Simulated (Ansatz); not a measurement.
**CH₆BGeNSi: one species, many methods**

An exercise on one series of results from a longer session: the logs are not shown, and one member is left open.

Program: Ansatz 0.2.0, Gaussian basis. Level of theory: functionals in def2-TZVPP, the program's frozen cores in correlated methods. These are calculated values, not measurements.

Plan: LDA (SPW92), PBE-D4, revPBE-D4, BLYP-D4, r2SCAN-D4, B97M-V, PBE0-D4, B3LYP-D4, r2SCANh-D4, r2SCAN0-D4, HSE06-D4, BHLYP-D4, CAM-B3LYP-D4, LC-ωPBE, ωB97X-V, ωB97M-V, B2PLYP, PBE-QIDH; CCSD(T)/def2-SVP; CCSD(T)/def2-TZVPP; MP2/def2-QZVPP; extrapolation to the limit; RPA on PBE.

## Structure used throughout

An earlier PBE0-D4 in a triple-zeta def2 set relaxation fixed the geometry.

11 atoms, charge 0, spin multiplicity 1.

Atoms are counted from 1 here; the program's logs count them from 0.

Bond lengths: B1–Si2 1.989 Å, B1–H6 1.194 Å, B1–H7 1.193 Å, Si2–Ge3 2.399 Å, Si2–C4 1.850 Å, Si2–H8 1.484 Å, Ge3–H9 1.536 Å, Ge3–H10 1.534 Å, Ge3–H11 1.534 Å, C4–N5 1.153 Å. Angles: Si2–B1–H6 119.1°, Si2–B1–H7 121.5°, H6–B1–H7 119.2°, B1–Si2–Ge3 106.5°, B1–Si2–C4 112.8°, B1–Si2–H8 115.7°, Ge3–Si2–C4 105.8°, Ge3–Si2–H8 109.1°, C4–Si2–H8 106.5°, Si2–Ge3–H9 109.1°, Si2–Ge3–H10 109.8°, Si2–Ge3–H11 108.9°, H9–Ge3–H10 109.4°, H9–Ge3–H11 109.8°, H10–Ge3–H11 109.8°, Si2–C4–N5 178.7°.

The first run:

in.yaml

```yaml
crystal:
  periodic: [false, false, false]
  atoms:
    - {symbol: B, position_ang: [-0.830130, 1.631707, 0.821831]}
    - {symbol: Si, position_ang: [-0.765020, -0.082346, -0.186073]}
    - {symbol: Ge, position_ang: [1.278608, -1.166949, 0.447691]}
    - {symbol: C, position_ang: [-0.658349, 0.165916, -2.016682]}
    - {symbol: N, position_ang: [-0.566400, 0.328614, -3.154201]}
    - {symbol: H, position_ang: [-1.187170, 1.622640, 1.961637]}
    - {symbol: H, position_ang: [-0.430068, 2.649349, 0.345755]}
    - {symbol: H, position_ang: [-1.899846, -1.010160, 0.048355]}
    - {symbol: H, position_ang: [1.238888, -1.474269, 1.952042]}
    - {symbol: H, position_ang: [2.469466, -0.247967, 0.145495]}
    - {symbol: H, position_ang: [1.415320, -2.473435, -0.345151]}
basis:
  gaussian: {orbitals: def2-TZVPP}
hamiltonian: {xc: lda}
output: {orbitals: {seedname: orbitals}}
```

Started as:

```sh
$ ansatz run in.yaml --threads 4 --pin off --events-out ev --progress --plain --max-ram 10444MiB
```

Steps of the session up to this table: LDA; PBE-D4 (GGA); revPBE-D4 (GGA); BLYP-D4 (GGA); r2SCAN-D4 (meta-GGA); B97M-V (meta-GGA); PBE0-D4 (hybrid); B3LYP-D4 (hybrid); r2SCANh-D4 (hybrid); r2SCAN0-D4 (hybrid); HSE06-D4 (hybrid); BHLYP-D4 (hybrid); CAM-B3LYP-D4 (range-separated); LC-ωPBE (range-separated); ωB97X-V (range-separated); ωB97M-V (range-separated); B2PLYP (double hybrid); PBE-QIDH (double hybrid).

One of the session's tables, all rows but one given; the rest of the session is left out.

It belongs to the step «Orbital energies across the functionals». 

```
  functional  HOMO (eV)  LUMO (eV)  gap (eV)
 LDA (SPW92)      -7.40      -4.24      3.15
      PBE-D4      -7.26      -3.97      3.29
   revPBE-D4      -7.21      -3.86      3.36
     BLYP-D4      -7.12      -3.80      3.32
   r2SCAN-D4      -7.51      -3.69      3.82
      B97M-V      -7.56      -3.80      3.76
     PBE0-D4          ?          ?         ?
    B3LYP-D4      -8.13      -3.22      4.91
  r2SCANh-D4      -7.90      -3.36      4.54
  r2SCAN0-D4      -8.49      -2.88      5.62
    HSE06-D4      -7.95      -3.41      4.53
    BHLYP-D4      -9.29      -2.00      7.29
CAM-B3LYP-D4      -9.57      -1.93      7.63
     LC-ωPBE     -10.85      -0.77     10.08
     ωB97X-V     -10.51      -0.87      9.64
     ωB97M-V     -10.32      -1.11      9.20
```

**Question.** Estimate the row for PBE0-D4.

The run gave: HOMO (eV): -8.33; LUMO (eV): -3.03; gap (eV): 5.30. In the column «HOMO (eV)» it lies between r2SCAN0-D4 (-8.49) and B3LYP-D4 (-8.13).
